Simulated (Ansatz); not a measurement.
# ClHMoO₃: up Jacob's ladder to CCSD(T)

One table from this session's results is given with a row withheld; the runs are named, their logs left out.

Program: Ansatz 0.2.0, Gaussian basis. Level of theory: functionals in def2-TZVPP, the program's frozen cores in correlated methods. These are calculated values, not measurements.

Levels to be run: LDA (SPW92), PBE-D4, revPBE-D4, BLYP-D4, r2SCAN-D4, B97M-V, PBE0-D4, B3LYP-D4, r2SCANh-D4, r2SCAN0-D4, HSE06-D4, BHLYP-D4, CAM-B3LYP-D4, LC-ωPBE, ωB97X-V, ωB97M-V, B2PLYP, PBE-QIDH; CCSD(T)/def2-SVP; CCSD(T)/def2-TZVPP; MP2/def2-QZVPP; extrapolation to the limit; RPA on PBE.

## Structure used throughout

All runs share one geometry, relaxed beforehand with PBE0-D4 in a triple-zeta def2 set. Mo takes the def2 core potential; no spin-orbit term is included.

SMILES `[O]=[Mo](=[O])([OH])[Cl]`, 6 atoms, charge 0, spin multiplicity 1.

Atoms are counted from 1 here; the program's logs count them from 0.

Bond lengths: O1–Mo2 1.669 Å, Mo2–O3 1.669 Å, Mo2–O4 1.860 Å, Mo2–Cl5 2.254 Å, O4–H6 0.962 Å. Angles: O1–Mo2–O3 108.0°, O1–Mo2–O4 109.0°, O1–Mo2–Cl5 109.7°, O3–Mo2–O4 110.3°, O3–Mo2–Cl5 109.1°, O4–Mo2–Cl5 110.6°, Mo2–O4–H6 124.3°.

As a file:

```xyz
6
charge 0, multiplicity 1
O     1.2788   -1.0413    1.0555
Mo    0.3019   -0.2938   -0.0723
O    -0.6471   -1.4648   -0.7895
O    -0.7647    0.9644    0.7874
Cl    1.5780    0.6904   -1.6488
H    -1.7047    1.0811    0.6216
```

The first run:

Contents of in.yaml:

```yaml
crystal:
  periodic: [false, false, false]
  atoms:
    - {symbol: O, position_ang: [1.278837, -1.041280, 1.055464]}
    - {symbol: Mo, position_ang: [0.301851, -0.293822, -0.072322]}
    - {symbol: O, position_ang: [-0.647082, -1.464848, -0.789512]}
    - {symbol: O, position_ang: [-0.764708, 0.964392, 0.787420]}
    - {symbol: Cl, position_ang: [1.578013, 0.690367, -1.648794]}
    - {symbol: H, position_ang: [-1.704711, 1.081091, 0.621644]}
basis:
  gaussian: {orbitals: def2-TZVPP}
hamiltonian: {xc: lda}
output: {orbitals: {seedname: orbitals}}
```

Steps of the session up to this table: LDA; PBE-D4 (GGA); revPBE-D4 (GGA); BLYP-D4 (GGA); r2SCAN-D4 (meta-GGA); B97M-V (meta-GGA); PBE0-D4 (hybrid); B3LYP-D4 (hybrid); r2SCANh-D4 (hybrid); r2SCAN0-D4 (hybrid); HSE06-D4 (hybrid); BHLYP-D4 (hybrid); CAM-B3LYP-D4 (range-separated); LC-ωPBE-D4 (range-separated; the results give it without D4); ωB97X-V (range-separated); ωB97M-V (range-separated); B2PLYP (double hybrid); PBE-QIDH (double hybrid).

One of the session's tables, all rows but one given; the rest of the session is left out.

It belongs to the step «Frontier levels by functional». 

```
  functional  HOMO (eV)  LUMO (eV)  gap (eV)
 LDA (SPW92)      -8.16      -3.87      4.29
      PBE-D4          ?          ?         ?
   revPBE-D4      -7.86      -3.53      4.33
     BLYP-D4      -7.83      -3.54      4.28
   r2SCAN-D4      -8.33      -3.63      4.70
      B97M-V      -8.40      -3.58      4.82
     PBE0-D4      -9.57      -2.95      6.62
    B3LYP-D4      -9.30      -3.18      6.12
  r2SCANh-D4      -8.94      -3.36      5.58
  r2SCAN0-D4      -9.85      -2.95      6.90
    HSE06-D4      -9.16      -3.33      5.84
    BHLYP-D4     -11.04      -2.13      8.91
CAM-B3LYP-D4     -11.00      -1.91      9.09
     LC-ωPBE     -12.35      -0.75     11.59
     ωB97X-V     -11.99      -0.81     11.18
     ωB97M-V     -11.88      -0.82     11.06
```

Estimate the missing values for PBE-D4.

As computed: HOMO (eV): -7.94; LUMO (eV): -3.62; gap (eV): 4.31. In the column «HOMO (eV)» it lies between LDA (SPW92) (-8.16) and revPBE-D4 (-7.86).
